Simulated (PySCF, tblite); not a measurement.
# C4H9BF3N: geometry, infrared bands and NMR shifts

What infrared bands and NMR shifts should C4H9BF3N (`[NH3+][B@@H-](C1CC1)C(F)(F)F`) show?

The runs use tblite 0.8.0 and PySCF 2.14.0, with density-fitted response routines of our own; the level of theory stands in each step. All values are computed, except where a source is named. Atoms count from 0, in the outputs and in this text.

### 1 The starting structure

18 atoms, charge 0, multiplicity 1; geometry from: force field or distance geometry start.

Bonds of the start (Å): N0–B1 1.53, B1–C2 1.58, C2–C3 1.49, C3–C4 1.48, B1–C5 1.58, C5–F6 1.37, C5–F7 1.39, C5–F8 1.38, C4–C2 1.50, N0–H9 1.05, N0–H10 1.05, N0–H11 1.03, B1–H12 1.22, C2–H13 1.12, C3–H14 1.11, C3–H15 1.11, C4–H16 1.11, C4–H17 1.10.

### 2 Geometry optimisation with GFN2-xTB

The job: settings as JSON, then the geometry in Å.

```
{"job": {"kind": "relax", "xc": "GFN2-xTB", "basis": "xTB"}, "charge": 0, "multiplicity": 1}
N     -1.654700    -1.175800    -0.069500
B     -0.634800    -0.136700     0.405200
C      0.760500    -0.484000    -0.260200
C      2.037200    -0.365300     0.507000
C      1.743200     0.601000    -0.581500
C     -1.210000     1.285600     0.029300
F     -2.555300     1.193700    -0.235200
F     -0.548800     1.803300    -1.076700
F     -0.996700     2.131000     1.104200
H     -2.628100    -0.965500     0.274900
H     -1.414000    -2.110800     0.332000
H     -1.651300    -1.170000    -1.101600
H     -0.554200    -0.209900     1.616100
H      0.734500    -1.371600    -0.943700
H      1.964200     0.012800     1.550900
H      2.791400    -1.147700     0.272900
H      2.226500     0.479700    -1.577100
H      1.581700     1.636700    -0.258700
```

The run is started by

```sh
> OMP_NUM_THREADS=1 python probes_run.py task.json out
```

The driver reads the jobs from task.json and runs them one after another.

**Question.** This job is followed by: GFN2-xTB harmonic vibrations, gas phase; GIAO PBE0/pcSseg-1 NMR shielding, non-relativistic, gas phase. Predict these results of the whole session: strongest single infrared mode (GFN2-xTB); zero-point energy (GFN2-xTB); 13C shifts against TMS (PBE0/pcSseg-1); 1H shifts against TMS (PBE0/pcSseg-1, means over atoms taken as alike); 15N shifts against NH3 (PBE0/pcSseg-1); 11B shifts against BF3·OEt2 (PBE0/pcSseg-1); 19F shifts against CFCl3 (PBE0/pcSseg-1, means over atoms taken as alike); surface potential, 1st and 99th percentile.

**Answer**, as computed:

| quantity | value |
| --- | --- |
| strongest single infrared mode (GFN2-xTB) | 1030 cm⁻¹, 275 km/mol |
| zero-point energy (GFN2-xTB) | 85.3 kcal/mol |
| 13C shifts against TMS (PBE0/pcSseg-1) | 146.0, 5.9, 1.7, 0.7 ppm |
| 1H shifts against TMS (PBE0/pcSseg-1, means over atoms taken as alike) | 3.26, 1.47, 0.63, 0.35, 0.27, -0.32, -0.37 ppm |
| 15N shifts against NH3 (PBE0/pcSseg-1) | 47.1 ppm |
| 11B shifts against BF3·OEt2 (PBE0/pcSseg-1) | -15.0 ppm |
| 19F shifts against CFCl3 (PBE0/pcSseg-1, means over atoms taken as alike) | -87.4 ppm |
| surface potential, 1st and 99th percentile | -1.20 V and 2.69 V |

What this shows: Relaxing lowered the energy by 0.862 eV in 136 steps; the close pair that moved most is N0–B1, from 1.531 to 1.637 Å. All 48 modes are real, so the xTB geometry is a minimum. The strongest single mode, at 1030 cm⁻¹, moves mainly C5. GFN2-xTB is a fitted tight-binding method: band positions and strengths are rough. Its intensities can rank the bands wrongly. At PBE0/pcSseg-1: Shielding is most anisotropic at F6, F7, F8 (span 188 ppm, paramagnetic term -216 ppm).
